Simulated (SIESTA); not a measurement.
Crystal: TiAl2.

```
CELL_PARAMETERS angstrom
1.97955 -6.04720 0.00000
1.97955 6.04720 0.00000
0.00000 0.00000 4.03150
ATOMIC_POSITIONS crystal
Ti 0.35100 0.64900 0.00000
Ti 0.64900 0.35100 0.00000
Al 0.50000 0.50000 0.50000
Al 0.17600 0.82400 0.50000
Al 0.82400 0.17600 0.50000
Al 0.00000 0.00000 0.00000
```

```yaml
Program: SIESTA 5.4.2
Task: single point
Functional: PBEsol
Potentials_or_basis: PseudoDojo 0.4 standard (PBEsol files)
Basis: DZP (energy shift 0.003 Ry; two zetas on semicore shells)
Grid_cutoff: 800 Ry
Energy_shift: 0.003 Ry
k_mesh: 7 × 7 × 7
Occupations: fermi-dirac, width 0.05 eV
Spin: no spin polarisation
```

On this cell: pressure -2.5 GPa; largest force 0.969 eV/Å; band gap on the k mesh none (metal or under the smearing width).

The same run follows on a disturbed copy (atoms moved at random, drawn with an rms of 0.05 Å):

```
Ti Al
1.0
     1.97955   -6.04720    0.00000
     1.97955    6.04720    0.00000
     0.00000    0.00000    4.03150
Ti Al
2 4
Direct
  0.33792 0.63954 0.00664
  0.64416 0.34732 0.00274
  0.50594 0.50702 0.51275
  0.17210 0.81878 0.49979
  0.84795 0.18669 0.49019
  0.00023 0.99543 0.99046
```

Question: What does the disturbed cell give?

Answer: The energy (extrapolated to zero smearing) moves by +12.5 meV/atom; pressure -2.3 GPa; largest force 1.247 eV/Å; band gap on the k mesh none (metal or under the smearing width).

Forces on the atoms (eV/Å):
```
Ti   0.630  0.613 -0.305
Ti   0.103 -1.242  0.053
Al  -0.156 -0.098 -0.537
Al   0.210  0.169  0.055
Al  -0.743  0.290  0.344
Al  -0.044  0.268  0.390
```

Stress tensor (GPa, compression positive):
```
-2.52  0.40 -0.13
 0.40 -0.92  0.01
-0.13  0.01 -3.59
```

Caveats: the basis of atomic orbitals isn't converged, which shifts pressures, moduli and gaps.
